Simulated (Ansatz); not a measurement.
# AgH4NS: one species, many methods

One table from this session's results is given with a row withheld; the runs are named, their logs left out.

Method: functionals in def2-TZVPP, the program's frozen cores in correlated methods; program: Ansatz 0.2.0, Gaussian basis.

Plan: LDA (SPW92), PBE-D4, revPBE-D4, BLYP-D4, r2SCAN-D4, B97M-V, PBE0-D4, B3LYP-D4, r2SCANh-D4, r2SCAN0-D4, HSE06-D4, BHLYP-D4, CAM-B3LYP-D4, LC-ωPBE, ωB97X-V, ωB97M-V, B2PLYP, PBE-QIDH; CCSD(T)/def2-SVP; CCSD(T)/def2-TZVPP; MP2/def2-QZVPP; extrapolation to the limit; RPA on PBE.

## The relaxed structure

All runs share one geometry, relaxed beforehand with PBE0-D4 in a triple-zeta def2 set. Ag takes the def2 core potential; no spin-orbit term is included.

SMILES `[NH3+][Ag-][SH]`, 7 atoms, charge 0, spin multiplicity 1.

Atoms are counted from 1 here; the program's logs count them from 0.

Bond lengths: N1–Ag2 2.184 Å, N1–H4 1.013 Å, N1–H5 1.013 Å, N1–H6 1.014 Å, Ag2–S3 2.296 Å, S3–H7 1.344 Å. Angles: Ag2–N1–H4 111.3°, Ag2–N1–H5 111.1°, Ag2–N1–H6 111.1°, H4–N1–H5 107.7°, H4–N1–H6 107.8°, H5–N1–H6 107.6°, N1–Ag2–S3 178.2°, Ag2–S3–H7 95.1°.

As a file:

```mol
AgH4NS
  3D, bonds by distance, orders not assigned

  7  6  0  0  0  0  0  0  0  0999 V2000
   -1.1955    0.6799   -0.4849 N   0  0
    0.4694   -0.3851    0.4444 Ag  0  0
    2.1812   -1.5125    1.4796 S   0  0
   -1.9508    0.0476   -0.7228 H   0  0
   -0.9012    1.1429   -1.3370 H   0  0
   -1.5688    1.3882    0.1366 H   0  0
    3.0269   -1.4292    0.4383 H   0  0
  1  2  8  0
  2  3  8  0
  1  4  8  0
  1  5  8  0
  1  6  8  0
  3  7  8  0
M  END
```

The first run:

The input, in.yaml:

```yaml
crystal:
  periodic: [false, false, false]
  atoms:
    - {symbol: N, position_ang: [-1.195470, 0.679905, -0.484852]}
    - {symbol: Ag, position_ang: [0.469400, -0.385105, 0.444391]}
    - {symbol: S, position_ang: [2.181190, -1.512469, 1.479586]}
    - {symbol: H, position_ang: [-1.950846, 0.047577, -0.722756]}
    - {symbol: H, position_ang: [-0.901170, 1.142947, -1.336979]}
    - {symbol: H, position_ang: [-1.568822, 1.388201, 0.136559]}
    - {symbol: H, position_ang: [3.026919, -1.429154, 0.438252]}
basis:
  gaussian: {orbitals: def2-TZVPP}
hamiltonian: {xc: lda}
output: {orbitals: {seedname: orbitals}}
```

Steps of the session up to this table: LDA; PBE-D4 (GGA); revPBE-D4 (GGA); BLYP-D4 (GGA); r2SCAN-D4 (meta-GGA); B97M-V (meta-GGA); PBE0-D4 (hybrid); B3LYP-D4 (hybrid); r2SCANh-D4 (hybrid); r2SCAN0-D4 (hybrid); HSE06-D4 (hybrid); BHLYP-D4 (hybrid); CAM-B3LYP-D4 (range-separated); LC-ωPBE-D4 (range-separated; the results give it without D4); ωB97X-V (range-separated); ωB97M-V (range-separated); B2PLYP (double hybrid); PBE-QIDH (double hybrid).

One table of the session follows, with a row left open; its other results are not shown here.

It belongs to the step «Frontier levels by functional». 

```
  functional  HOMO (eV)  gap (eV)
 LDA (SPW92)          ?         ?
      PBE-D4      -4.43      2.76
   revPBE-D4      -4.36      2.74
     BLYP-D4      -4.29      2.61
   r2SCAN-D4      -4.61      3.44
      B97M-V      -4.68      3.11
     PBE0-D4      -5.50      4.59
    B3LYP-D4      -5.30      4.07
  r2SCANh-D4      -5.02      4.10
  r2SCAN0-D4      -5.64      5.06
    HSE06-D4      -5.10      3.83
    BHLYP-D4      -6.46      6.10
CAM-B3LYP-D4      -6.78      6.59
     LC-ωPBE      -8.07      9.08
     ωB97X-V      -7.75      8.59
     ωB97M-V      -7.64      8.03
```

**Question.** Estimate the row for LDA (SPW92).

**Answer.** HOMO (eV): -4.60; gap (eV): 2.83. In the column «HOMO (eV)» it lies between r2SCAN-D4 (-4.61) and PBE-D4 (-4.43).
